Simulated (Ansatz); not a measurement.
**SnH₃ (doublet): the correlation ladder at distance Sn1–H4 = 2.757 Å, def2-SVP**

How much of the correlation energy of SnH₃ (doublet) does each wave-function method recover here?

Method: def2-SVP, core rule «outside noble gas», up to 9 orbitals frozen; program: Ansatz 0.2.0, Gaussian basis.

To be run: UHF; CCSD(T) on ROHF; CCSD(T) on UHF; BCCD(T) on ROHF; CISD; CCSDT(Q) on ROHF; CCSDT(Q) on UHF; CCSDTQ on ROHF; CCSDTQ on UHF; CASSCF and MRCISD+Q, 3 electrons in 3 orbitals; CASSCF and NEVPT2, 3 electrons in 3 orbitals; CASSCF and MRCISD+Q, 7 electrons in 7 orbitals; CASSCF and NEVPT4(SD), 7 electrons in 7 orbitals; CASSCF and NEVPT2, 7 electrons in 7 orbitals; Full CI.

## Step 1: What is computed

The geometry derives from a PBE0/def2-TZVP stationary point (not a proven minimum). One bond is set to the value named and the two fragments are kept rigid. No spin-orbit coupling is included. Elements past krypton take def2 core potentials.

4 atoms, charge 0, spin multiplicity 2.

Atoms are counted from 1 here; the program's logs count them from 0.

Bond lengths: Sn1–H2 1.715 Å, Sn1–H3 1.715 Å. Angles: H2–Sn1–H3 109.7°.

## Step 2: UHF

File in.yaml:

```yaml
crystal:
  periodic: [false, false, false]
  atoms:
    - {symbol: Sn, position_ang: [0.004069, 0.007094, -0.016879]}
    - {symbol: H, position_ang: [1.621054, 0.020611, 0.554000]}
    - {symbol: H, position_ang: [-0.819073, 1.402026, 0.546443]}
    - {symbol: H, position_ang: [-1.281154, -2.258172, 0.887454]}
basis:
  gaussian: {orbitals: def2-SVP}
magnetization: {spin_polarized: true, initial_magnetization: 1}
hamiltonian: {xc: hf}
output: {orbitals: {seedname: orbitals}}
```

The run is started by

```bash
$ ansatz run in.yaml --threads 1 --pin off --events-out ev --progress --plain --max-ram 4096MiB --backend cpu
```

Further steps of the session: CCSD(T) on ROHF; CCSD(T) on UHF; BCCD(T) on ROHF; CISD; CCSDT(Q) on ROHF; CCSDT(Q) on UHF; CCSDTQ on ROHF; CCSDTQ on UHF; CASSCF and MRCISD+Q, 3 electrons in 3 orbitals; CASSCF and NEVPT2, 3 electrons in 3 orbitals; CASSCF and MRCISD+Q, 7 electrons in 7 orbitals; CASSCF and NEVPT4(SD), 7 electrons in 7 orbitals; CASSCF and NEVPT2, 7 electrons in 7 orbitals; Full CI.

Q: Predict the results of all the runs planned. Wanted: FCI from the RHF energy; RMP2 from FCI; UMP2 from FCI; RCCSD from FCI; RCCSD(T) from FCI; UCCSD(T) from FCI; RCCSDT(Q) from FCI; UCCSDT(Q) from FCI; NEVPT2 pair from FCI.

**Answer**, as computed:

| quantity | value |
| --- | --- |
| FCI from the ROHF energy | -3.6376 eV |
| RMP2 from FCI | +1172.4 meV |
| UMP2 from FCI | +977.1 meV |
| RCCSD from FCI | +154.3 meV |
| RCCSD(T) from FCI | +38.4 meV |
| UCCSD(T) from FCI | +54.9 meV |
| RCCSDT(Q) from FCI | +0.5 meV |
| UCCSDT(Q) from FCI | 0.0 meV |
| NEVPT2 pair from FCI | +653.3 meV |
| MRCISD+Q pair from FCI | -1.1 meV |
| NEVPT2 valence from FCI | +465.4 meV |
| levels within 1 kcal/mol (43 meV) | RCCSD(T), BCCD(T), RCCSDT, UCCSDT, RCCSDT(Q), UCCSDT(Q), RCCSDTQ, UCCSDTQ, MRCISD+Q pair, MRCISD+Q valence |
| T1 diagnostic | 0.055 |
| effectively unpaired electrons | 1.25 |

What this shows: RCCSD(T) lands +38.4 meV from the yardstick (1.1 % of the correlation energy). The occupations show some static correlation. Of the multireference levels listed MRCISD+Q pair comes nearest in total energy (-1.1 meV), which doesn't show that its space is the better one. These misses are within one basis, not against nature; the frozen cores of restricted and unrestricted runs differ, which can shift their rows.

Levels on UHF freeze UHF's core orbitals, full CI those of ROHF, so the U rows can settle a little off it for that reason alone.
